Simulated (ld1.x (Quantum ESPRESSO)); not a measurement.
# A TM potential for Co: one input and its neighbour, part 2 of 2

Aim: run the settings below and read what the generator makes of them, then set beside them a closely related input and test what it gives.

ld1.x (Quantum ESPRESSO) 7.5. Earlier steps stand in the parts before.

**5. Transferability test**

Contents of Co.test.in:

```
 &input
   title='Co', zed=27., rel=1, dft='BP', iswitch=2,
   config='[Ar] 3d7 4s2 4p0'
 /
 &test
   file_pseudo='Co.UPF', nconf=8,
   configts(1)='3s2 3p6 3d7 4s2 4p0',
   configts(2)='3s2 3p6 3d7 4s1 4p0',
   configts(3)='3s2 3p6 3d7 4s0 4p0',
   configts(4)='3s2 3p6 3d6 4s0 4p0',
   configts(5)='3s2 3p6 3d7 4s1.5 4p0',
   configts(6)='3s1 3p6 3d7 4s2 4p0',
   configts(7)='3s2 3p6 3d7 4s0 4p2',
   configts(8)='3s2 3p6 3d7 4s0 4p1'
 /
```

On the command line:

```sh
$ ld1.x < Co.test.in > Co.test.out
```

Co.test.out, the pseudopotential blocks, each with the warnings that came before it:

```text
     Warning: convergence not achieved
     Warning: n=2, l=0 expected 1 nodes, found 2
     Warning: n=3, l=2 expected 0 nodes, found 1
     ---------------------- Testing the pseudopotential ----------------------

     Co
     scalar relativistic calculation

     atomic number is 27.00   valence charge is 17.00
     dft =BP   lsd =0 sic =0 latt =0  beta=0.20 tr2=1.0E-14
     mesh =1193 r(mesh) =  99.89935 xmin = -7.00 dx = 0.01250

     n l     nl             e AE (Ry)        e PS (Ry)    De AE-PS (Ry)
     1 0     3S   1( 2.00)       -7.53381       -7.53380       -0.00001
     2 1     3P   1( 6.00)       -4.83207       -4.83208        0.00001
     3 2     3D   1( 7.00)       -0.61359       -0.61359        0.00000
     2 0     4S   1( 2.00)       -0.41470       -0.51804        0.10334  !
     3 1     4P   1( 0.00)       -0.10077       -0.11340        0.01263  !

     eps = 5.7E-13  iter =201

     Etot =   -2787.221598 Ry,   -1393.610799 Ha,  -37922.081729 eV
     Etotps =  -286.785337 Ry,    -143.392669 Ha,   -3901.913290 eV

     Ekin =     135.360569 Ry,      67.680285 Ha,    1841.674369 eV
     Encl =    -598.715450 Ry,    -299.357725 Ha,   -8145.938674 eV
     Ehrt =     246.078425 Ry,     123.039213 Ha,    3348.067537 eV
     Ecxc =     -28.767161 Ry,     -14.383581 Ha,    -391.397166 eV
     Epseu=     -40.741721 Ry,     -20.370861 Ha,    -554.319356 eV

     ---------------------- End of pseudopotential test ----------------------

     Warning: convergence not achieved
     ---------------------- Testing the pseudopotential ----------------------

     Co
     scalar relativistic calculation

     atomic number is 27.00   valence charge is 17.00
     dft =BP   lsd =0 sic =0 latt =0  beta=0.20 tr2=1.0E-14
     mesh =1193 r(mesh) =  99.89935 xmin = -7.00 dx = 0.01250

     n l     nl             e AE (Ry)        e PS (Ry)    De AE-PS (Ry)
     1 0     3S   1( 2.00)       -8.18388       -8.25971        0.07583  !
     2 1     3P   1( 6.00)       -5.48311       -5.55671        0.07360  !
     3 2     3D   1( 7.00)       -1.25873       -1.32642        0.06770  !
     2 0     4S   1( 1.00)       -0.95304       -1.12050        0.16746  !
     3 1     4P   1( 0.00)       -0.55763       -0.60619        0.04856  !

     eps = 9.1E-13  iter =201

     Etot =   -2786.543581 Ry,   -1393.271791 Ha,  -37912.856837 eV
     Etotps =  -285.972625 Ry,    -142.986312 Ha,   -3890.855773 eV
     dEtot_ae =       0.678017 Ry
     dEtot_ps =       0.812713 Ry,   Delta E=      -0.134695 Ry

     Ekin =     135.947400 Ry,      67.973700 Ha,    1849.658610 eV
     Encl =    -586.526936 Ry,    -293.263468 Ha,   -7980.105497 eV
     Ehrt =     234.258244 Ry,     117.129122 Ha,    3187.245779 eV
     Ecxc =     -28.339477 Ry,     -14.169738 Ha,    -385.578225 eV
     Epseu=     -41.311856 Ry,     -20.655928 Ha,    -562.076440 eV

     ---------------------- End of pseudopotential test ----------------------

     Warning: convergence not achieved
     ---------------------- Testing the pseudopotential ----------------------

     Co
     scalar relativistic calculation

     atomic number is 27.00   valence charge is 17.00
     dft =BP   lsd =0 sic =0 latt =0  beta=0.20 tr2=1.0E-14
     mesh =1193 r(mesh) =  99.89935 xmin = -7.00 dx = 0.01250

     n l     nl             e AE (Ry)        e PS (Ry)    De AE-PS (Ry)
     1 0     3S   1( 2.00)       -8.93125       -9.10438        0.17313  !
     2 1     3P   1( 6.00)       -6.23132       -6.39822        0.16690  !
     3 2     3D   1( 7.00)       -1.99522       -2.14636        0.15114  !
     2 0     4S   1( 0.00)       -1.52750       -1.77842        0.25092  !
     3 1     4P   1( 0.00)       -1.05859       -1.16060        0.10201  !

     eps = 4.8E-14  iter =201

     Etot =   -2785.302584 Ry,   -1392.651292 Ha,  -37895.972210 eV
     Etotps =  -284.525338 Ry,    -142.262669 Ha,   -3871.164440 eV
     dEtot_ae =       1.919014 Ry
     dEtot_ps =       2.259999 Ry,   Delta E=      -0.340985 Ry

     Ekin =     136.575284 Ry,      68.287642 Ha,    1858.201407 eV
     Encl =    -572.346716 Ry,    -286.173358 Ha,   -7787.173775 eV
     Ehrt =     221.307622 Ry,     110.653811 Ha,    3011.043589 eV
     Ecxc =     -27.891549 Ry,     -13.945775 Ha,    -379.483861 eV
     Epseu=     -42.169980 Ry,     -21.084990 Ha,    -573.751800 eV

     ---------------------- End of pseudopotential test ----------------------

     Warning: convergence not achieved
     ---------------------- Testing the pseudopotential ----------------------

     Co
     scalar relativistic calculation

     atomic number is 27.00   valence charge is 17.00
     dft =BP   lsd =0 sic =0 latt =0  beta=0.20 tr2=1.0E-14
     mesh =1193 r(mesh) =  99.89935 xmin = -7.00 dx = 0.01250

     n l     nl             e AE (Ry)        e PS (Ry)    De AE-PS (Ry)
     1 0     3S   1( 2.00)      -10.34624      -10.54217        0.19593  !
     2 1     3P   1( 6.00)       -7.62900       -7.81829        0.18929  !
     3 2     3D   1( 6.00)       -3.32379       -3.48327        0.15948  !
     2 0     4S   1( 0.00)       -2.35346       -2.71077        0.35732  !
     3 1     4P   1( 0.00)       -1.78882       -1.94475        0.15592  !

     eps = 9.4E-14  iter =201

     Etot =   -2782.661214 Ry,   -1391.330607 Ha,  -37860.034547 eV
     Etotps =  -281.725397 Ry,    -140.862699 Ha,   -3833.069299 eV
     dEtot_ae =       4.560384 Ry
     dEtot_ps =       5.059940 Ry,   Delta E=      -0.499556 Ry

     Ekin =     131.822702 Ry,      65.911351 Ha,    1793.539227 eV
     Encl =    -546.501865 Ry,    -273.250932 Ha,   -7435.536660 eV
     Ehrt =     200.815016 Ry,     100.407508 Ha,    2732.227488 eV
     Ecxc =     -26.543200 Ry,     -13.271600 Ha,    -361.138630 eV
     Epseu=     -41.318051 Ry,     -20.659026 Ha,    -562.160723 eV

     ---------------------- End of pseudopotential test ----------------------

     ---------------------- Testing the pseudopotential ----------------------

     Co
     scalar relativistic calculation

     atomic number is 27.00   valence charge is 17.00
     dft =BP   lsd =0 sic =0 latt =0  beta=0.20 tr2=1.0E-14
     mesh =1193 r(mesh) =  99.89935 xmin = -7.00 dx = 0.01250

     n l     nl             e AE (Ry)        e PS (Ry)    De AE-PS (Ry)
     1 0     3S   1( 2.00)       -7.84443       -7.88035        0.03593  !
     2 1     3P   1( 6.00)       -5.14318       -5.17821        0.03502  !
     3 2     3D   1( 7.00)       -0.92238       -0.95493        0.03256  !
     2 0     4S   1( 1.50)       -0.67517       -0.80942        0.13425  !
     3 1     4P   1( 0.00)       -0.31795       -0.34743        0.02948  !

     eps = 7.1E-15  iter =154

     Etot =   -2786.950005 Ry,   -1393.475002 Ha,  -37918.386514 eV
     Etotps =  -286.454389 Ry,    -143.227194 Ha,   -3897.410504 eV
     dEtot_ae =       0.271593 Ry
     dEtot_ps =       0.330949 Ry,   Delta E=      -0.059355 Ry

     Ekin =     135.649606 Ry,      67.824803 Ha,    1845.606914 eV
     Encl =    -592.896163 Ry,    -296.448081 Ha,   -8066.763244 eV
     Ehrt =     240.345842 Ry,     120.172921 Ha,    3270.071771 eV
     Ecxc =     -28.559671 Ry,     -14.279836 Ha,    -388.574123 eV
     Epseu=     -40.994003 Ry,     -20.497001 Ha,    -557.751821 eV

     ---------------------- End of pseudopotential test ----------------------

     ---------------------- Testing the pseudopotential ----------------------

     Co
     scalar relativistic calculation

     atomic number is 27.00   valence charge is 17.00
     dft =BP   lsd =0 sic =0 latt =0  beta=0.20 tr2=1.0E-14
     mesh =1193 r(mesh) =  99.89935 xmin = -7.00 dx = 0.01250

     n l     nl             e AE (Ry)        e PS (Ry)    De AE-PS (Ry)
     1 0     3S   1( 1.00)       -8.77394       -8.82940        0.05546  !
     2 1     3P   1( 6.00)       -6.05630       -6.09168        0.03538  !
     3 2     3D   1( 7.00)       -1.76054       -1.74684       -0.01369  !
     2 0     4S   1( 2.00)       -1.09032       -1.27272        0.18240  !
     3 1     4P   1( 0.00)       -0.64838       -0.68756        0.03918  !

     eps = 5.2E-15  iter = 66

     Etot =   -2779.092461 Ry,   -1389.546230 Ha,  -37811.479183 eV
     Etotps =  -278.626400 Ry,    -139.313200 Ha,   -3790.905288 eV
     dEtot_ae =       8.129137 Ry
     dEtot_ps =       8.158938 Ry,   Delta E=      -0.029801 Ry

     Ekin =     142.806418 Ry,      71.403209 Ha,    1942.980293 eV
     Encl =    -575.872868 Ry,    -287.936434 Ha,   -7835.149521 eV
     Ehrt =     226.771203 Ry,     113.385602 Ha,    3085.379400 eV
     Ecxc =     -27.538268 Ry,     -13.769134 Ha,    -374.677226 eV
     Epseu=     -44.792884 Ry,     -22.396442 Ha,    -609.438234 eV

     ---------------------- End of pseudopotential test ----------------------

     ---------------------- Testing the pseudopotential ----------------------

     Co
     scalar relativistic calculation

     atomic number is 27.00   valence charge is 17.00
     dft =BP   lsd =0 sic =0 latt =0  beta=0.20 tr2=1.0E-14
     mesh =1193 r(mesh) =  99.89935 xmin = -7.00 dx = 0.01250

     n l     nl             e AE (Ry)        e PS (Ry)    De AE-PS (Ry)
     1 0     3S   1( 2.00)       -7.78693       -7.87535        0.08842  !
     2 1     3P   1( 6.00)       -5.08576       -5.17011        0.08435  !
     3 2     3D   1( 7.00)       -0.85845       -0.93000        0.07155  !
     2 0     4S   1( 0.00)       -0.56606       -0.71880        0.15274  !
     3 1     4P   1( 2.00)       -0.21483       -0.25338        0.03854  !

     eps = 8.2E-15  iter = 66

     Etot =   -2786.556374 Ry,   -1393.278187 Ha,  -37913.030894 eV
     Etotps =  -285.915900 Ry,    -142.957950 Ha,   -3890.083992 eV
     dEtot_ae =       0.665224 Ry
     dEtot_ps =       0.869437 Ry,   Delta E=      -0.204213 Ry

     Ekin =     136.990083 Ry,      68.495042 Ha,    1863.845035 eV
     Encl =    -593.139176 Ry,    -296.569588 Ha,   -8070.069607 eV
     Ehrt =     240.727182 Ry,     120.363591 Ha,    3275.260168 eV
     Ecxc =     -28.526063 Ry,     -14.263032 Ha,    -388.116861 eV
     Epseu=     -41.967926 Ry,     -20.983963 Ha,    -571.002727 eV

     ---------------------- End of pseudopotential test ----------------------

     Warning: convergence not achieved
     ---------------------- Testing the pseudopotential ----------------------

     Co
     scalar relativistic calculation

     atomic number is 27.00   valence charge is 17.00
     dft =BP   lsd =0 sic =0 latt =0  beta=0.20 tr2=1.0E-14
     mesh =1193 r(mesh) =  99.89935 xmin = -7.00 dx = 0.01250

     n l     nl             e AE (Ry)        e PS (Ry)    De AE-PS (Ry)
     1 0     3S   1( 2.00)       -8.29901       -8.42630        0.12728  !
     2 1     3P   1( 6.00)       -5.59829       -5.72090        0.12261  !
     3 2     3D   1( 7.00)       -1.36868       -1.47756        0.10888  !
     2 0     4S   1( 0.00)       -1.02127       -1.21621        0.19494  !
     3 1     4P   1( 1.00)       -0.62025       -0.68791        0.06766  !

     eps = 2.5E-12  iter =201

     Etot =   -2786.145928 Ry,   -1393.072964 Ha,  -37907.446487 eV
     Etotps =  -285.452240 Ry,    -142.726120 Ha,   -3883.775585 eV
     dEtot_ae =       1.075670 Ry
     dEtot_ps =       1.333097 Ry,   Delta E=      -0.257426 Ry

     Ekin =     136.841046 Ry,      68.420523 Ha,    1861.817273 eV
     Encl =    -583.795936 Ry,    -291.897968 Ha,   -7942.948349 eV
     Ehrt =     231.748692 Ry,     115.874346 Ha,    3153.101581 eV
     Ecxc =     -28.211369 Ry,     -14.105685 Ha,    -383.835230 eV
     Epseu=     -42.034673 Ry,     -21.017336 Ha,    -571.910859 eV

     ---------------------- End of pseudopotential test ----------------------
```

The tests as a table, with energies relative to 3s2 3p6 3d7 4s2 4p0. A star marks tests that logged a warning.

| valence configuration | charge | ΔE all-electron (eV) | error AE − PS (meV) |
| --- | --- | --- | --- |
| 3s2 3p6 3d7 4s1 4p0 * | +1 | 9.225 | -1833 |
| 3s2 3p6 3d7 4s0 4p0 * | +2 | 26.110 | -4639 |
| 3s2 3p6 3d6 4s0 4p0 * | +3 | 62.047 | -6797 |
| 3s2 3p6 3d7 4s1.5 4p0 | +0.5 | 3.695 | -808 |
| 3s1 3p6 3d7 4s2 4p0 | +1 | 110.603 | -405 |
| 3s2 3p6 3d7 4s0 4p2 | 0 | 9.051 | -2778 |
| 3s2 3p6 3d7 4s0 4p1 * | +1 | 14.635 | -3502 |

**6. Scattering by logarithmic derivatives**

Taken from the files of the generation run. The phase is arctan(r·u′/u) with u = r·R, unwrapped, with energies in Ry. A pole is an energy at which the radial function vanishes at the test radius. The pseudo phase is shifted by a multiple of π to meet the all-electron one at the reference energy. Levels narrower than the energy grid can be missing from the poles. The last column is the largest difference on the grid between −1 and +1 Ry.

| channel | radius (bohr) | reference (Ry) | poles AE | poles PS | window around the reference with phases within 0.05 rad (Ry) | largest difference near zero (rad) |
| --- | --- | --- | --- | --- | --- | --- |
| s | 2.01 | -7.53 | -7.49, 4.31 | -7.49, 2.76 | below -1.8 | 0.614 |
| p | 2.01 | -4.83 | -4.74 | -4.74, 4.82 | below -0.3 | 0.276 |
| d | 2.01 | -0.61 | -0.26 | -0.26 | below 2.2 | 0.005 |

Phases (rad) along the scan:

| E (Ry) | s AE | s PS | p AE | p PS |
| --- | --- | --- | --- | --- |
| -10.00 | 1.397 | 1.397 | 1.405 | 1.405 |
| -9.52 | 1.390 | 1.390 | 1.400 | 1.400 |
| -9.04 | 1.382 | 1.382 | 1.394 | 1.394 |
| -8.56 | 1.371 | 1.371 | 1.388 | 1.388 |
| -8.08 | 1.349 | 1.348 | 1.381 | 1.381 |
| -7.60 | 0.784 | 0.781 | 1.373 | 1.373 |
| -7.12 | -1.737 | -1.738 | 1.364 | 1.364 |
| -6.64 | -1.765 | -1.766 | 1.352 | 1.352 |
| -6.16 | -1.781 | -1.782 | 1.335 | 1.335 |
| -5.68 | -1.795 | -1.797 | 1.307 | 1.306 |
| -5.20 | -1.810 | -1.812 | 1.211 | 1.209 |
| -4.72 | -1.827 | -1.830 | -1.596 | -1.596 |
| -4.24 | -1.846 | -1.850 | -1.757 | -1.758 |
| -3.76 | -1.869 | -1.875 | -1.797 | -1.798 |
| -3.28 | -1.898 | -1.908 | -1.825 | -1.828 |
| -2.80 | -1.935 | -1.951 | -1.853 | -1.857 |
| -2.32 | -1.985 | -2.011 | -1.884 | -1.890 |
| -1.84 | -2.056 | -2.104 | -1.922 | -1.931 |
| -1.36 | -2.165 | -2.263 | -1.972 | -1.985 |
| -0.88 | -2.349 | -2.572 | -2.040 | -2.064 |
| -0.40 | -2.687 | -3.184 | -2.142 | -2.186 |
| 0.08 | -3.261 | -3.875 | -2.308 | -2.399 |
| 0.56 | -3.841 | -4.258 | -2.603 | -2.804 |
| 1.04 | -4.187 | -4.449 | -3.118 | -3.443 |
| 1.52 | -4.375 | -4.560 | -3.712 | -3.979 |
| 2.00 | -4.487 | -4.633 | -4.103 | -4.271 |
| 2.48 | -4.562 | -4.686 | -4.319 | -4.431 |
| 2.96 | -4.615 | -4.729 | -4.446 | -4.529 |
| 3.44 | -4.656 | -4.767 | -4.529 | -4.595 |
| 3.92 | -4.689 | -4.802 | -4.587 | -4.644 |
| 4.40 | -4.718 | -4.838 | -4.631 | -4.683 |
| 4.88 | -4.743 | -4.878 | -4.666 | -4.716 |

**7. Cutoff and ghost test in a Bessel basis**

A separate test, outside the generator: the pseudo-atom's Hamiltonian at the reference potential is diagonalised in spherical Bessel functions j_l(qr) that vanish at 20 bohr, with q² up to the cutoff.

All-electron valence levels (Ry): 3p -4.8321, 4p -0.1008, 3d -0.6136, 3s -7.5338, 4s -0.4147. The lowest levels of each channel (Ry) by cutoff; the last column sums, over occupied levels, occupation times the distance from the level at 400 Ry. A positive value at high cutoff is not a bound level.

| cutoff (Ry) | p #1 | p #2 | d #1 | s #1 | s #2 | f #1 | Σ f·Δε (mRy) |
| --- | --- | --- | --- | --- | --- | --- | --- |
| 8 | -1.6630 | -0.0129 | 0.0552 | -6.6386 | -0.3214 | 0.1070 | 25879.4 |
| 21 | -3.7551 | -0.0629 | 0.0529 | -7.5152 | -0.4927 | 0.1070 | 11215.3 |
| 40 | -4.6628 | -0.1012 | -0.2611 | -7.5268 | -0.5171 | 0.1070 | 3498.5 |
| 70 | -4.8293 | -0.1132 | -0.6059 | -7.5335 | -0.5179 | 0.1070 | 70.9 |
| 90 | -4.8315 | -0.1133 | -0.6132 | -7.5336 | -0.5180 | 0.1070 | 7.0 |
| 110 | -4.8316 | -0.1134 | -0.6132 | -7.5338 | -0.5180 | 0.1070 | 5.2 |
| 160 | -4.8321 | -0.1134 | -0.6136 | -7.5338 | -0.5180 | 0.1070 | 0.3 |
| 200 | -4.8321 | -0.1134 | -0.6136 | -7.5338 | -0.5180 | 0.1070 | 0.0 |
| 400 | -4.8321 | -0.1134 | -0.6136 | -7.5338 | -0.5180 | 0.1070 | 0.0 |

The sum stays within 10 mRy from 90 Ry and within 1 mRy from 160 Ry. The sum leaves out empty levels, which can need more. Ghost test: no level below the all-electron spectrum of its channel (p, d, s, f tested).

**8. Summary of results**

This closing draws on all 2 parts.

```
                                                quantity                                                               value
                                             first input              failed: the pseudo-atom did not reach self-consistency
                                            second input                                                           generated
               cutoffs for 10 and 1 mRy, occupied levels                                                    90 Ry and 160 Ry
                                            bound ghosts                                                          none found
                       largest miss of a reference level                                                       1406 meV (4s)
                            largest test error (AE − PS)  -6797 meV, for 3s2 3p6 3d6 4s0 4p0 (one of 5 tests with a warning)
largest phase difference near zero energy, channels read                                                           0.614 rad
```

What this shows: So this one change separates a failed generation from a finished one. Already in the reference configuration the 4s level is off by 1406 meV; it has no partial wave or projector of its own. The worst unpolarised test, 3s2 3p6 3d6 4s0 4p0, is off by 6797 meV on 62.0 eV; by total energies transferability rates as poor. That test lies far up in energy; among those under 40 eV, nearer to bonding, the largest error is 4639 meV. The potential is hard: the looser tolerance needs 90 Ry. The Bessel-basis test finds no level below the valence levels. Near zero energy the largest phase difference among the channels read is 0.61 rad, in the s channel. All of this concerns the isolated atom, not yet a solid.
